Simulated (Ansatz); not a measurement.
# C₂H₆F₂InN: up Jacob's ladder to CCSD(T)

The task here is to estimate one member of a computed series from the others.

Method: functionals in def2-TZVPP, the program's frozen cores in correlated methods; program: Ansatz 0.2.0, Gaussian basis.

Levels to be run: LDA (SPW92), PBE-D4, revPBE-D4, BLYP-D4, r2SCAN-D4, B97M-V, PBE0-D4, B3LYP-D4, r2SCANh-D4, r2SCAN0-D4, HSE06-D4, BHLYP-D4, CAM-B3LYP-D4, LC-ωPBE, ωB97X-V, ωB97M-V, B2PLYP, PBE-QIDH; CCSD(T)/def2-SVP; MP2/def2-TZVPP; MP2/def2-QZVPP; RPA on PBE.

### Structure used throughout

An earlier PBE0-D4 in a triple-zeta def2 set relaxation fixed the geometry. In takes the def2 core potential; no spin-orbit term is included.

SMILES `C[N](C)[In]([F])[F]`, 12 atoms, charge 0, spin multiplicity 1.

Atoms are counted from 1 here; the program's logs count them from 0.

Bond lengths: C1–N2 1.444 Å, C1–H7 1.099 Å, C1–H8 1.100 Å, C1–H9 1.092 Å, N2–C3 1.444 Å, N2–In4 1.984 Å, C3–H10 1.092 Å, C3–H11 1.100 Å, C3–H12 1.099 Å, In4–F5 1.937 Å, In4–F6 1.937 Å. Angles: N2–C1–H7 110.1°, N2–C1–H8 112.4°, N2–C1–H9 111.3°, H7–C1–H8 107.4°, H7–C1–H9 107.6°, H8–C1–H9 107.9°, C1–N2–C3 113.8°, C1–N2–In4 121.8°, C3–N2–In4 121.9°, N2–C3–H10 111.3°, N2–C3–H11 112.4°, N2–C3–H12 110.1°, H10–C3–H11 107.9°, H10–C3–H12 107.6°, H11–C3–H12 107.4°, N2–In4–F5 123.5°, N2–In4–F6 123.1°, F5–In4–F6 113.1°.

As a file:

| atom | x (Å) | y (Å) | z (Å) |
| --- | --- | --- | --- |
| C1 | -0.47005 | -0.65026 | 1.22080 |
| N2 | 0.11540 | 0.03939 | 0.09560 |
| C3 | 1.10601 | -0.73705 | -0.61153 |
| In4 | -0.74529 | 1.63164 | -0.71708 |
| F5 | -0.09863 | 2.49046 | -2.32826 |
| F6 | -2.19844 | 2.59616 | 0.12598 |
| H7 | 0.30834 | -0.91151 | 1.95098 |
| H8 | -0.97008 | -1.58442 | 0.92552 |
| H9 | -1.20381 | -0.02334 | 1.73125 |
| H10 | 1.52973 | -0.17364 | -1.44518 |
| H11 | 0.69530 | -1.67575 | -1.01161 |
| H12 | 1.93153 | -1.00172 | 0.06352 |

Set-up of the first run:

Contents of in.yaml:

```yaml
crystal:
  periodic: [false, false, false]
  atoms:
    - {symbol: C, position_ang: [-0.470051, -0.650265, 1.220802]}
    - {symbol: N, position_ang: [0.115398, 0.039391, 0.095601]}
    - {symbol: C, position_ang: [1.106008, -0.737051, -0.611533]}
    - {symbol: In, position_ang: [-0.745288, 1.631644, -0.717075]}
    - {symbol: F, position_ang: [-0.098632, 2.490460, -2.328261]}
    - {symbol: F, position_ang: [-2.198443, 2.596162, 0.125976]}
    - {symbol: H, position_ang: [0.308336, -0.911505, 1.950980]}
    - {symbol: H, position_ang: [-0.970083, -1.584424, 0.925518]}
    - {symbol: H, position_ang: [-1.203808, -0.023338, 1.731250]}
    - {symbol: H, position_ang: [1.529734, -0.173637, -1.445178]}
    - {symbol: H, position_ang: [0.695302, -1.675750, -1.011606]}
    - {symbol: H, position_ang: [1.931527, -1.001718, 0.063525]}
basis:
  gaussian: {orbitals: def2-TZVPP}
hamiltonian: {xc: lda}
output: {orbitals: {seedname: orbitals}}
```

Run with:

```
ansatz run in.yaml --threads 4 --pin off --events-out ev --progress --plain --max-ram 11315MiB
```

Steps of the session up to this table: LDA; PBE-D4 (GGA); revPBE-D4 (GGA); BLYP-D4 (GGA); r2SCAN-D4 (meta-GGA); B97M-V (meta-GGA); B3LYP-D4 (hybrid); r2SCANh-D4 (hybrid); r2SCAN0-D4 (hybrid); HSE06-D4 (hybrid); BHLYP-D4 (hybrid); CAM-B3LYP-D4 (range-separated); LC-ωPBE (range-separated); ωB97X-V (range-separated); ωB97M-V (range-separated); B2PLYP (double hybrid); PBE-QIDH (double hybrid).

One table of the session follows, with a row left open; its other results are not shown here.

It belongs to the step «Orbital energies across the functionals». 

| functional | HOMO (eV) | LUMO (eV) | gap (eV) |
| --- | --- | --- | --- |
| LDA (SPW92) | -5.77 | -3.44 | 2.33 |
| PBE-D4 | -5.59 | -3.10 | 2.49 |
| revPBE-D4 | -5.51 | -2.96 | 2.56 |
| BLYP-D4 | -5.51 | -3.09 | 2.42 |
| r2SCAN-D4 | -5.81 | -2.89 | 2.93 |
| B97M-V | -5.91 | -3.06 | 2.86 |
| PBE0-D4 | -6.86 | -2.18 | 4.68 |
| B3LYP-D4 | -6.69 | -2.54 | 4.15 |
| r2SCANh-D4 | -6.30 | -2.55 | 3.74 |
| r2SCAN0-D4 | ? | ? | ? |
| HSE06-D4 | -6.46 | -2.55 | 3.91 |
| BHLYP-D4 | -8.11 | -1.35 | 6.77 |
| CAM-B3LYP-D4 | -8.26 | -1.24 | 7.01 |
| LC-ωPBE | -9.52 | 0.16 | 9.68 |
| ωB97X-V | -9.21 | -0.06 | 9.15 |
| ωB97M-V | -9.14 | -0.26 | 8.88 |

Q: Estimate the row for r2SCAN0-D4 from the others.

Worked estimate for «HOMO (eV)». Against the share of exact exchange, r2SCAN-D4 (0, -5.81), r2SCANh-D4 (0.1, -6.30) give a slope of -4.90 per unit share; at 0.25 the line stands at -7.03.

**Answer.** HOMO (eV): -7.03; LUMO (eV): -2.06; gap (eV): 4.97. In «HOMO (eV)» the line misses by 0.00.
